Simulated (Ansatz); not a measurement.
# H5NOSSi: the cost of one run

All numbers are computed with Ansatz 0.2.0, driven from Python. Level of theory: CAM-B3LYP/def2-SVP.

**1. The system**

Bond lengths: N1–Si2 1.631 Å, Si2–O3 1.637 Å, Si2–S4 2.058 Å, N1–H5 1.010 Å, N1–H6 1.024 Å, Si2–H7 1.500 Å, O3–H8 0.949 Å, S4–H9 1.359 Å. Angles: N1–Si2–O3 101.4°, N1–Si2–S4 109.7°, N1–Si2–H7 110.9°, O3–Si2–S4 107.9°, O3–Si2–H7 113.2°, S4–Si2–H7 113.1°, Si2–N1–H5 112.7°, Si2–N1–H6 110.7°, H5–N1–H6 105.3°, Si2–O3–H8 114.5°, Si2–S4–H9 99.2°.

No structure file is read: the coordinates are typed or built in the script.

**2. The code**

File scan_h5nossi.py:

```python
# -*- coding: utf-8 -*-
"""Potential curve of H5NOSSi along one bond."""

import ansatz
from ase import Atoms
import numpy as np

atoms = Atoms(["N", "Si", "O", "S", "H", "H", "H", "H", "H"], positions=[
    (-0.3538, 0.5692, -1.1599),
    (0.4483, 0.0673, 0.1688),
    (0.7072, -1.5094, -0.1852),
    (-0.797, 0.1519, 1.8054),
    (0.1746, 0.4329, -2.0095),
    (-1.2153, 0.031, -1.2875),
    (1.7166, 0.8465, 0.3543),
    (0.5237, -2.1077, 0.5287),
    (-1.1158, 1.472, 1.7677),
])
h5nossi = ansatz.Crystal.molecule_from_ase(atoms)

symbols = [site.symbol for site in h5nossi.cartesian_sites]
start = np.array([site.position_ang for site in h5nossi.cartesian_sites])
axis = (start[5] - start[0]) / np.linalg.norm(start[5] - start[0])
moving = [5]
lengths, energies = [0.901, 0.942, 0.983, 1.024, 1.065, 1.106, 1.147, 1.208], []
for length in lengths:
    xyz = start.copy()
    xyz[moving] += (length - np.linalg.norm(start[5] - start[0])) * axis
    point = ansatz.Crystal.molecule()
    for symbol, place in zip(symbols, xyz):
        point = point.atom(symbol, place.tolist())
    calculation = (
        point.calculation()
        .basis(gaussian="def2-SVP")
        .functional("CAM-B3LYP")
    )
    data = calculation.run(threads=1).report
    energies.append(data["free_energy_ev"])
    print(f"r = {length:6.3f} A  E = {energies[-1]:.5f} eV  <S^2> = {abs(data['mean_field']['state']['spin_squared']):.3f}")

# quartic fit about the minimum
fit = np.polynomial.Polynomial.fit(lengths, np.array(energies) - min(energies), 4).convert()
roots = [r.real for r in fit.deriv().roots() if abs(r.imag) < 1e-9 and fit.deriv(2)(r.real) > 0]
r_e = min(roots, key=lambda r: abs(r - lengths[int(np.argmin(energies))]))
print(f"minimum of the fit at {r_e:.4f} A, force constant {fit.deriv(2)(r_e):.2f} eV/A^2")
```

**3. The input behind the calls**

The engine receives this input (first run):

```yaml
crystal:
  periodic: [false, false, false]
  atoms:
    - { symbol: "N", position_ang: [-0.3538, 0.5692, -1.1599] }
    - { symbol: Si, position_ang: [0.4483, 0.0673, 0.1688] }
    - { symbol: O, position_ang: [0.7072, -1.5094, -0.1852] }
    - { symbol: S, position_ang: [-0.797, 0.1519, 1.8054] }
    - { symbol: H, position_ang: [0.1746, 0.4329, -2.0095] }
    - { symbol: H, position_ang: [-1.1119827432149099, 0.0955448027878532, -1.272197293133166] }
    - { symbol: H, position_ang: [1.7166, 0.8465, 0.3543] }
    - { symbol: H, position_ang: [0.5237, -2.1077, 0.5287] }
    - { symbol: H, position_ang: [-1.1158, 1.472, 1.7677] }
basis:
  gaussian:
    orbitals: def2-SVP
hamiltonian:
  xc: cam_b3lyp
```

**4. The run**

Run with:

```console
$ python scan_h5nossi.py
```

What time and memory should one allow on 1 thread of Arm Neoverse V1, shared host?

About 24 s, with a peak of 0.26 GiB.
